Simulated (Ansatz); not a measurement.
# BrF3H3NSi: the cost of one run

Method: RHF/def2-SVP, in Ansatz 0.2.0.

## 1. Starting point

Bond lengths: Si1–N2 2.170 Å, N2–H3 1.060 Å, N2–H4 1.060 Å, Si1–F5 1.590 Å, Si1–F6 1.589 Å, Si1–F7 1.589 Å, Si1–Br8 2.610 Å, Br8–H9 1.709 Å. Angles: Si1–N2–H3 120.0°, Si1–N2–H4 120.0°, H3–N2–H4 120.0°, N2–Si1–F5 109.5°, N2–Si1–F6 109.5°, N2–Si1–F7 109.5°, N2–Si1–Br8 71.6°, F5–Si1–F6 109.5°, F5–Si1–F7 109.5°, F5–Si1–Br8 67.2°, F6–Si1–F7 109.5°, F6–Si1–Br8 176.6°, F7–Si1–Br8 72.8°, Si1–Br8–H9 62.2°.

Structure file:

```xyz
9

Si    0.0000    0.0000    0.0000
N     0.0000    0.0000    2.1700
H    -0.8770   -0.2713    2.7000
H     0.8770    0.2713    2.7000
F     1.4994    0.0000   -0.5295
F    -0.7489    1.2974   -0.5295
F    -0.7489   -1.2974   -0.5295
Br    1.3622   -2.0686    0.8230
H     0.6836   -1.0381    2.0054
```

## 2. Pulling towards end A

Springs on the bonds that form and break draw the guess towards this end; the thresholds are loose.

File input.yaml:

```yaml
crystal:
  periodic: [false, false, false]
  atoms:
    - { symbol: Si, position_ang: [0.0, 0.0, 0.0] }
    - { symbol: "N", position_ang: [0.0, 0.0, 2.17] }
    - { symbol: H, position_ang: [-0.877, -0.2713, 2.7] }
    - { symbol: H, position_ang: [0.877, 0.2713, 2.7] }
    - { symbol: F, position_ang: [1.4994, 0.0, -0.5295] }
    - { symbol: F, position_ang: [-0.7489, 1.2974, -0.5295] }
    - { symbol: F, position_ang: [-0.7489, -1.2974, -0.5295] }
    - { symbol: Br, position_ang: [1.3622, -2.0686, 0.823] }
    - { symbol: H, position_ang: [0.6836, -1.0381, 2.0054] }
basis:
  gaussian: { orbitals: def2-SVP }
hamiltonian:
  xc: hf
relax:
  f_tol: 0.15
  max_steps: 25
  restrain:
    - { distance: [0, 7], at: 3.51, k: 30.0 }
    - { distance: [8, 1], at: 2.26, k: 30.0 }
    - { distance: [0, 1], at: 1.82, k: 30.0 }
    - { distance: [8, 7], at: 1.55, k: 30.0 }
```

The run is started by

```console
> ansatz run input.yaml --threads 2 --pin off --max-ram 3072MiB --backend cpu --events-out ev --progress --plain --runs-dir out
```

What time and memory should one allow on 2 threads of Arm Neoverse V1, shared host?

About 26 s, with a peak of 0.3 GiB.
